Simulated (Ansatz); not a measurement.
# HfSi3W: the cost of one run

Method: DFT PBE, scalar-relativistic, plane waves, PAW, unless a step names another level, in Ansatz 0.2.0.

7 further runs of the same task are left out: 1 that didn't finish, 6 set aside as unsound or not needed.

## (1) What the formula suggests

Pauling electronegativities: Hf 1.30, Si 1.90, W 2.36 (spread 1.06). No set of common oxidation states balances it. Tabulated atomic sizes suggest about 16 Å³/atom. 34 candidates were drawn, by swapping species into database cells of other compounds, at random by space group and Wyckoff sites, or by hand, as the table says:

```tsv
name	made from	space group no.	Wyckoff sites	atoms (primitive cell)	V (Å³/atom)
c01	database cell of EuGe3Pt	107	Hf 2a; Si 2a, 4b; W 2a	5	15.8
c02	random	123	Hf 1b; Si 2f, 1d; W 1a	5	20.0
c03	database cell of SrHfO3	99	Hf 1a; Si 2c, 1a; W 1b	5	15.2
c04	random	123	Hf 1a; Si 2g, 1c; W 1d	5	19.3
c05	random	183	Hf 2b; Si 6e; W 2b	10	16.8
c06	built by hand: MoSi2-CsCl intergrowth	107	Hf 2a; Si 2a, 2a, 2a; W 2a	5	15.7
c07	built by hand: V2B3 ordered, W outer	63	Hf 4c; Si 4c, 4c, 4c; W 4c	10	15.8
c08	random	156	Hf 1a; Si 3d; W 1c	5	16.3
c09	database cell of Mg3BiSb	156	Hf 1b; Si 1a, 1b, 1c; W 1c	5	20.4
c10	random	63	Hf 4c; Si 8g, 4c; W 4a	10	17.8
c11	database cell of KNbO3	38	Hf 2a; Si 2b, 4d; W 2b	5	13.4
c12	random	42	Hf 4a; Si 4a, 4a, 4a; W 4a	5	19.1
c13	random	166	Hf 6c; Si 18f; W 3a, 3b	10	16.9
c14	built by hand: V2B3 ordered, Hf outer	63	Hf 4c; Si 4c, 4c, 4c; W 4c	10	15.8
c15	database cell of TaFeTe3	11	Hf 2e; Si 2e, 2e, 2e; W 2e	10	17.3
c16	random	191	Hf 1b; Si 3g; W 1a	5	19.8
c17	random	21	Hf 2b; Si 2c, 4k; W 2a	5	19.1
c18	database cell of GaNi3As	187	Hf 1e; Si 2g, 1f; W 1d	5	15.0
c19	built by hand: BaNiSn3	107	Hf 2a; Si 4b, 2a; W 2a	5	15.7
c20	database cell of LaGaO3	167	Hf 6a; Si 18e; W 6b	10	13.4
c21	database cell of NdVO3	221	Hf 1a; Si 3c; W 1b	5	14.0
c22	random	71	Hf 2c; Si 2a, 4j; W 2d	5	18.3
c23	random	65	Hf 2b; Si 4l, 2a; W 2c	5	16.9
c24	random	166	Hf 3a; Si 9e; W 3b	5	19.0
c25	random	187	Hf 2g; Si 6n; W 2i	10	19.5
c26	database cell of Cr3GeN	113	Hf 2c; Si 4e, 2a; W 2b	10	14.8
c27	database cell of CsHgCl3	160	Hf 3a; Si 9b; W 3a	5	15.7
c28	random	59	Hf 2b; Si 4e, 2a; W 2a	10	16.5
c29	random	187	Hf 1a; Si 3k; W 1f	5	17.2
c30	database cell of LaCuO3	123	Hf 1d; Si 1b, 2f; W 1a	5	13.5
c31	random	221	Hf 1b; Si 3c; W 1a	5	18.3
c32	random	221	Hf 1a; Si 3d; W 1b	5	16.6
c33	random	129	Hf 2c; Si 4e, 2b; W 2c	10	16.1
c34	database cell of CeAl3Pd	119	Hf 2a; Si 4e, 2c; W 2d	5	17.3
```

## (2) Screening run of c01

File input.yaml:

```yaml
crystal:
  lattice:
    - [-2.06313956, 2.06313956, 4.65134335]
    - [2.06313956, -2.06313956, 4.65134335]
    - [2.06313956, 2.06313956, -4.65134335]
  atoms:
    - { symbol: Hf, position: [0.0, 0.0, 0.0] }
    - { symbol: Si, position: [0.40450001, 0.40450001, 0.0] }
    - { symbol: Si, position: [0.75687999, 0.25687999, 0.5] }
    - { symbol: Si, position: [0.25687999, 0.75687999, 0.5] }
    - { symbol: W, position: [0.64750999, 0.64750999, 0.0] }
basis:
  ecutwfc: 420
kpoints:
  mp_grid: { grid: [6, 6, 6] }
hamiltonian:
  xc: pbe
scf:
  occupations: { method: gaussian, width: 0.2 }
  lower_state_search: "off"
output:
  forces: true
  stress: true
  eigenvalues: true
relax:
  adjacent_minimum: "off"
  f_tol: 0.08
  max_steps: 16
  cell: { stress_tol: 0.8 }
```

Command:

```console
> ansatz run input.yaml --threads 1 --pin off --max-ram 2560MiB --backend cpu --events-out ev --progress --plain --runs-dir out
```

What time and memory should one allow on 1 thread of Intel Xeon Platinum 8259CL at 2.50GHz (Skylake/Cascade Lake), shared host?

About 88 s, with a peak of 0.46 GiB.
